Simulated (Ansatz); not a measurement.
# BF2H6NSi: the cost of one run

Method: RKS PBE0-D4/def2-SVP, in Ansatz 0.2.0.

**1. The starting structure**

Bond lengths: B1–F3 1.320 Å, B1–F4 1.320 Å, B1–N5 1.850 Å, N5–H6 1.060 Å, N5–Si7 1.820 Å, Si7–H8 1.460 Å, Si7–H9 1.460 Å, Si7–H10 1.460 Å, Si7–H11 1.704 Å. Angles (14 of 16 angles, heavy atoms first): F3–B1–F4 120.0°, F3–B1–N5 97.0°, F4–B1–N5 101.2°, B1–N5–Si7 120.0°, B1–N5–H6 120.0°, H6–N5–Si7 120.0°, N5–Si7–H8 109.5°, N5–Si7–H9 109.5°, N5–Si7–H10 109.5°, N5–Si7–H11 43.2°, H8–Si7–H9 109.4°, H8–Si7–H10 109.4°, H8–Si7–H11 146.4°, H9–Si7–H10 109.4°.

As a file:

```xyz
11

B     0.0000    0.0000    0.0000
H     0.0000    0.0000    1.5400
F     1.1431    0.0000   -0.6600
F    -1.1431    0.0000   -0.6600
N     0.0773   -1.7539    0.5833
H    -0.4410   -2.5119    0.0539
Si    1.0434   -2.1779    2.0663
H     1.2276   -3.6248    2.1308
H     2.3474   -1.5244    2.0018
H     0.3313   -1.7252    3.2578
H     0.0395   -0.8969    1.5631
```

**2. A restrained relaxation towards end A**

Springs on the bonds that form and break draw the guess towards this end; the thresholds are loose.

Contents of input.yaml:

```yaml
crystal:
  periodic: [false, false, false]
  atoms:
    - { symbol: B, position_ang: [0.0, 0.0, 0.0] }
    - { symbol: H, position_ang: [0.0, 0.0, 1.54] }
    - { symbol: F, position_ang: [1.1431, 0.0, -0.66] }
    - { symbol: F, position_ang: [-1.1431, 0.0, -0.66] }
    - { symbol: "N", position_ang: [0.0773, -1.7539, 0.5833] }
    - { symbol: H, position_ang: [-0.441, -2.5119, 0.0539] }
    - { symbol: Si, position_ang: [1.0434, -2.1779, 2.0663] }
    - { symbol: H, position_ang: [1.2276, -3.6248, 2.1308] }
    - { symbol: H, position_ang: [2.3474, -1.5244, 2.0018] }
    - { symbol: H, position_ang: [0.3313, -1.7252, 3.2578] }
    - { symbol: H, position_ang: [0.0395, -0.8969, 1.5631] }
basis:
  gaussian: { orbitals: def2-SVP }
hamiltonian:
  xc: pbe0
  dispersion: d4
relax:
  f_tol: 0.15
  max_steps: 25
  restrain:
    - { distance: [0, 4], at: 2.75, k: 30.0 }
    - { distance: [10, 1], at: 1.86, k: 30.0 }
    - { distance: [0, 1], at: 1.19, k: 30.0 }
    - { distance: [10, 4], at: 1.06, k: 30.0 }
```

Run with:

```
ansatz run input.yaml --threads 2 --pin off --max-ram 3072MiB --backend cpu --events-out ev --progress --plain --runs-dir out
```

Q: Estimate wall time and peak memory on 2 threads of Arm Neoverse V2, shared host.

About 49 s, with a peak of 0.2 GiB.
